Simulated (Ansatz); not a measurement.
**C2H5F2NSi: one species, many methods**

Aim: compute C2H5F2NSi with functionals from several rungs and with coupled cluster, and see how far each lands from CCSD(T) at the basis-set limit for the atomisation energy.

Program: Ansatz 0.2.0, Gaussian basis. Level of theory: functionals in def2-TZVPP, the program's frozen cores in correlated methods. These are calculated values, not measurements.

Levels to be run: LDA (SPW92), PBE-D4, revPBE-D4, BLYP-D4, r2SCAN-D4, B97M-V, PBE0-D4, B3LYP-D4, r2SCANh-D4, r2SCAN0-D4, HSE06-D4, BHLYP-D4, CAM-B3LYP-D4, LC-ωPBE, ωB97X-V, ωB97M-V, B2PLYP, PBE-QIDH; CCSD(T)/def2-SVP; CCSD(T)/def2-TZVPP; MP2/def2-QZVPP; extrapolation to the limit; RPA on PBE.

### Step 1. Structure used throughout

The geometry comes from an earlier relaxation with PBE0-D4 in a triple-zeta def2 set; it is a stationary point, not always the lowest conformer.

SMILES `F[Si]1(F)CCN1`, 11 atoms, charge 0, spin multiplicity 1.

Atoms are counted from 1 here; the program's logs count them from 0.

Bond lengths: F1–Si2 1.588 Å, Si2–F3 1.588 Å, Si2–C4 1.852 Å, Si2–N6 1.681 Å, C4–C5 1.556 Å, C4–H7 1.089 Å, C4–H8 1.089 Å, C5–N6 1.472 Å, C5–H9 1.094 Å, C5–H10 1.094 Å, N6–H11 1.003 Å. Angles: F1–Si2–F3 102.6°, F1–Si2–C4 119.2°, F1–Si2–N6 117.4°, F3–Si2–C4 119.2°, F3–Si2–N6 117.4°, C4–Si2–N6 81.3°, Si2–C4–C5 85.3°, Si2–C4–H7 116.7°, Si2–C4–H8 116.7°, C5–C4–H7 113.6°, C5–C4–H8 113.6°, H7–C4–H8 109.2°, C4–C5–N6 99.0°, C4–C5–H9 112.0°, C4–C5–H10 112.0°, N6–C5–H9 112.5°, N6–C5–H10 112.5°, H9–C5–H10 108.7° and more.

### Step 2. LDA

This LDA is Slater exchange with PW92 correlation.

Input file in.yaml:

```yaml
crystal:
  periodic: [false, false, false]
  atoms:
    - {symbol: F, position_ang: [0.109707, -0.952962, 2.358614]}
    - {symbol: Si, position_ang: [0.447272, -0.815853, 0.812694]}
    - {symbol: F, position_ang: [1.390120, -2.066811, 0.550644]}
    - {symbol: C, position_ang: [-0.921078, -0.449936, -0.381132]}
    - {symbol: C, position_ang: [-0.154523, 0.876720, -0.653493]}
    - {symbol: N, position_ang: [0.978766, 0.682059, 0.266239]}
    - {symbol: H, position_ang: [-0.995229, -1.097821, -1.253175]}
    - {symbol: H, position_ang: [-1.913588, -0.301980, 0.041596]}
    - {symbol: H, position_ang: [-0.753989, 1.755863, -0.398282]}
    - {symbol: H, position_ang: [0.163359, 0.959547, -1.697261]}
    - {symbol: H, position_ang: [1.714682, 1.354273, 0.374257]}
basis:
  gaussian: {orbitals: def2-TZVPP}
hamiltonian: {xc: lda}
output: {orbitals: {seedname: orbitals}}
```

The runs that follow: PBE-D4 (GGA); revPBE-D4 (GGA); BLYP-D4 (GGA); r2SCAN-D4 (meta-GGA); B97M-V (meta-GGA); PBE0-D4 (hybrid); B3LYP-D4 (hybrid); r2SCANh-D4 (hybrid); r2SCAN0-D4 (hybrid); HSE06-D4 (hybrid); BHLYP-D4 (hybrid); CAM-B3LYP-D4 (range-separated); LC-ωPBE (range-separated); ωB97X-V (range-separated); ωB97M-V (range-separated); B2PLYP (double hybrid); PBE-QIDH (double hybrid); CCSD(T) in def2-SVP; CCSD(T) in def2-TZVPP; MP2 in def2-QZVPP; RPA on PBE orbitals.

Q: Predict the results of all the runs planned. Wanted: atomisation energy, CCSD(T)/CBS; farthest beyond LDA; mean size of error, GGA; mean size of error, meta-GGA; mean size of error, hybrid; mean size of error, range-separated; mean size of error, double hybrid; gap, smallest and largest; T1 diagnostic.

**Answer**, as computed:

```
                               quantity                                                                          value
        atomisation energy, CCSD(T)/CBS                                                                  4573.0 kJ/mol
 functionals within 22.9 kJ/mol (0.5 %)  r2SCAN-D4, B97M-V, PBE0-D4, HSE06-D4, CAM-B3LYP-D4, LC-ωPBE, ωB97X-V, ωB97M-V
                    farthest beyond LDA                                                       BHLYP-D4 (-164.0 kJ/mol)
                mean size of error, GGA                                                                    50.5 kJ/mol
           mean size of error, meta-GGA                                                                     5.3 kJ/mol
             mean size of error, hybrid                                                                    52.8 kJ/mol
    mean size of error, range-separated                                                                    10.4 kJ/mol
      mean size of error, double hybrid                                                                    42.9 kJ/mol
              gap, smallest and largest                                          6.10 eV (BLYP-D4), 13.40 eV (LC-ωPBE)
                          T1 diagnostic                                                                         0.0111
triples share of the correlation energy                                                                          3.4 %
```

In words: LDA overbinds by 678.3 kJ/mol (15 %). PBE-D4 misses by +87.0 kJ/mol. Double hybrids carry the basis error of their MP2 part in triple zeta, and no dispersion term here, so their miss is partly the set-up's. The rungs meta-GGA, range-separated miss on average by less than the doubt on the reference (22.9 kJ/mol), so they tie. Misses under about 22.9 kJ/mol are within the doubt on the reference itself, which lacks core-valence correlation, relativity and higher excitations. Hartree-Fock recovers 72 % of the binding; the rest is correlation. CCSD(T) in def2-SVP is off by -319.8 kJ/mol, which most functionals beat. Orbital gaps span 6.1 to 13.4 eV; exact exchange widens them.
